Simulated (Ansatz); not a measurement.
The system is NbRu3C.

```
Ru Nb C
1.0
     4.06514    0.00000    0.00000
     0.00000    4.06514    0.00000
     0.00000    0.00000    4.06514
Ru Nb C
3 1 1
Direct
  0.50000 0.50000 0.00000
  0.50000 0.00000 0.50000
  0.00000 0.50000 0.50000
  0.00000 0.00000 0.00000
  0.50000 0.50000 0.50000
```

The cell comes from a database or a generator and needn't be the stable form of this composition.

Base run:

- Program: Ansatz 0.2.0
- Functional: PBEsol
- Potentials or basis: Ansatz PAW
- Cutoff: 420 eV (not typed: the program's choice for these potentials)
- k mesh: 7 × 7 × 7
- Occupations: fermi-dirac, width 0.05 eV
- Spin: no spin polarisation

Its results: band gap on the k mesh none (metal or under the smearing width); pressure -11.8 GPa.

**Question.** After a change of settings the same cell gave: band gap on the k mesh none (metal or under the smearing width); pressure -7.5 GPa. Which change was it?
A. functional from PBEsol to LDA
B. functional from PBEsol to revPBE
C. functional from PBEsol to BLYP
D. functional from PBEsol to r2SCAN; cutoff from 420 eV (not typed: the program's choice for these potentials) to 500 eV (not typed: the program's choice for these potentials)

**Answer.** D.

Caveats: the PAW data sets come from PBE, with cores solved anew for the run's functional, which leaves a small shift of forces and pressure; the density of states is complete only up to the lowest level of the last band computed.

Runs at the PBE level aren't shown here.
